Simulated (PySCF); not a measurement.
# [GaS2]-: singlet, from a bent start

The task is one start of a wider search on [GaS2]-: the singlet, from a bent start. It is relaxed, tested by its Hessian and followed downhill if it is a saddle.

Method: PBE0, basis Ga def2-TZVPD, S def2-TZVPD, no relativity, density fitting; program: PySCF 2.14.0.

## 1. The starting structure

3 atoms, charge -1, spin multiplicity 1.

Bond lengths: Ga1–S2 2.110 Å, Ga1–S3 2.110 Å. Angles: S2–Ga1–S3 110.0°.

Coordinates in bohr (charge -1 multiplicity 1):
```
Ga    0.0000    0.0000   -1.1006
S     3.2662    0.0000    1.1863
S    -3.2662    0.0000    1.1863
```

## 2. Bent start, singlet: relaxation

The steps below are one call of a driver around PySCF. For each, scf.py gives the equivalent set-up of the SCF; relaxations use the driver's own optimiser. Before each start the driver seeks the lowest SCF state from one or more starting densities and follows internal instabilities, so scf.py alone need not reach the same state.

The program finds C2v symmetry in the start, which this walk keeps.

scf.py

```python
from pyscf import gto, scf, dft
mol = gto.M(atom='''
Ga     0.000000     0.000000    -0.582414
S      1.728400    -0.000000     0.627786
S     -1.728400     0.000000     0.627786''',
    basis={'Ga': 'def2-TZVPD', 'S': 'def2-TZVPD'},
    charge=-1, spin=0)
mf = dft.RKS(mol, xc='PBE0')
mf.grids.atom_grid = (50, 194)
aux = {'Ga': 'def2-universal-JKFIT', 'S': 'def2-universal-JKFIT'}
mf = mf.density_fit(auxbasis=aux)
mf.kernel()
```

After this run come: Is it a minimum? Harmonic modes.

Q: Predict the outcome of this session. Wanted: minimum; geometry; wavenumbers; dipole moment; highest occupied, lowest empty level; polar-tensor charge of Ga1; zero-point energy.

The runs gave:

```
                            quantity                             value
                             minimum                      singlet, D∞h
                            geometry  Ga–S 2.067 Å (×2); S–Ga–S 180.0°
                  wavenumbers (cm⁻¹)    138 (πu), 427 (σg+), 582 (σu+)
      dipole moment (centre of mass)                            0.00 D
highest occupied, lowest empty level                    -2.07, 2.80 eV
          polar-tensor charge of Ga1                           +0.77 e
                   zero-point energy                        7.7 kJ/mol
                 entropy at 298.15 K                   269.3 J/(mol K)
```

**Reading.** From C2v at the start the molecule goes to a D∞h minimum. In the infrared the band at 582 cm⁻¹ (σu+, stretch) leads. Other starts or spin states, not run here, may lie lower.
